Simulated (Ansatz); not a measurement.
# TaH5SN2O: ionisation energy by level of theory

Aim: the vertical ionisation energy of TaH5SN2O, as cation minus neutral at the neutral's geometry, on several levels, and how well −ε(HOMO) stands in for it.

Program: Ansatz 0.2.0, Gaussian basis. Level of theory: unrestricted cation, the program's frozen cores in correlated methods. These are calculated values, not measurements.

The runs, in order: UKS PBE-D4/def2-TZVPP; UKS r2SCAN-D4/def2-TZVPP; UKS PBE0-D4/def2-TZVPP; UKS B3LYP-D4/def2-TZVPP; UKS wB97X-V/def2-TZVPP; UKS wB97M-V/def2-TZVPP; UKS B2PLYP/def2-TZVPP; UHF-CCSD(T)/def2-TZVPP; UHF-MP2/def2-QZVPP; extrapolation to the limit; then −ε(HOMO) from the neutral's earlier runs with LDA (SPW92), PBE-D4, revPBE-D4, BLYP-D4, r2SCAN-D4, B97M-V, PBE0-D4, B3LYP-D4, r2SCANh-D4, r2SCAN0-D4, HSE06-D4, BHLYP-D4, CAM-B3LYP-D4, LC-ωPBE, ωB97X-V, ωB97M-V.

### 1 Structure used throughout

All runs share one geometry, relaxed beforehand with PBE0-D4 in a triple-zeta def2 set. Ta takes the def2 core potential; no spin-orbit term is included.

10 atoms, charge 0, spin multiplicity 1.

Atoms are counted from 1 here; the program's logs count them from 0.

Bond lengths: N1–Ta2 1.975 Å, N1–H6 1.009 Å, N1–H7 1.010 Å, Ta2–N3 1.975 Å, Ta2–O4 1.903 Å, Ta2–S5 2.169 Å, N3–H8 1.010 Å, N3–H9 1.009 Å, O4–H10 0.957 Å. Angles: Ta2–N1–H6 124.6°, Ta2–N1–H7 125.0°, H6–N1–H7 110.4°, N1–Ta2–N3 111.3°, N1–Ta2–O4 107.5°, N1–Ta2–S5 108.1°, N3–Ta2–O4 107.6°, N3–Ta2–S5 108.1°, O4–Ta2–S5 114.4°, Ta2–N3–H8 125.0°, Ta2–N3–H9 124.6°, H8–N3–H9 110.4°, Ta2–O4–H10 132.0°.

### 2 Cation, UKS PBE-D4/def2-TZVPP

File in.yaml:

```yaml
crystal:
  periodic: [false, false, false]
  atoms:
    - {symbol: N, position_ang: [-1.583507, 0.752511, -0.320425]}
    - {symbol: Ta, position_ang: [0.306921, 0.283706, 0.004743]}
    - {symbol: N, position_ang: [0.462937, -1.382228, 1.053414]}
    - {symbol: O, position_ang: [1.120608, -0.024845, -1.687262]}
    - {symbol: S, position_ang: [1.209300, 1.887316, 1.152456]}
    - {symbol: H, position_ang: [-2.044683, 1.566791, 0.055989]}
    - {symbol: H, position_ang: [-2.233025, 0.197252, -0.858849]}
    - {symbol: H, position_ang: [0.150233, -2.291792, 0.745189]}
    - {symbol: H, position_ang: [0.837939, -1.437365, 1.988155]}
    - {symbol: H, position_ang: [1.856476, 0.397554, -2.130410]}
basis:
  gaussian: {orbitals: def2-TZVPP}
total_charge: 1
magnetization: {spin_polarized: true, initial_magnetization: 1}
hamiltonian: {xc: pbe, dispersion: d4}
```

Launch:

```bash
$ ansatz run in.yaml --threads 2 --pin off --events-out ev --progress --plain --max-ram 32768MiB --backend cpu
```

Further steps of the session: Cation, UKS r2SCAN-D4/def2-TZVPP; Cation, UKS PBE0-D4/def2-TZVPP; Cation, UKS B3LYP-D4/def2-TZVPP; Cation, UKS wB97X-V/def2-TZVPP; Cation, UKS wB97M-V/def2-TZVPP; Cation, UKS B2PLYP (frozen core)/def2-TZVPP; Cation, UHF-CCSD(T)/def2-TZVPP; Cation, UHF-MP2/def2-QZVPP.

**Question.** What will the summary of the whole plan be? Wanted: ionisation energy, CCSD(T)/CBS; nearest functional by difference; nearest −ε(HOMO); −ε(HOMO) of PBE; T1 of the cation.

The runs gave:

```
                        quantity               value
  ionisation energy, CCSD(T)/CBS             9.55 eV
nearest functional by difference   B2PLYP (-0.25 eV)
                nearest −ε(HOMO)  ωB97X-V (-0.05 eV)
                 −ε(HOMO) of PBE             6.07 eV
                T1 of the cation               0.021
```

In words: By cation minus neutral, the functionals miss by 0.74 eV at most. −ε(HOMO) of PBE misses by 3.5 eV, since self-interaction lifts the level. Among orbital estimates ωB97X-V comes nearest. Hartree-Fock falls 1.46 eV short, as the neutral has more correlation energy than the cation. Correlated methods include outer-core shells of Ta, which these sets cover unevenly.
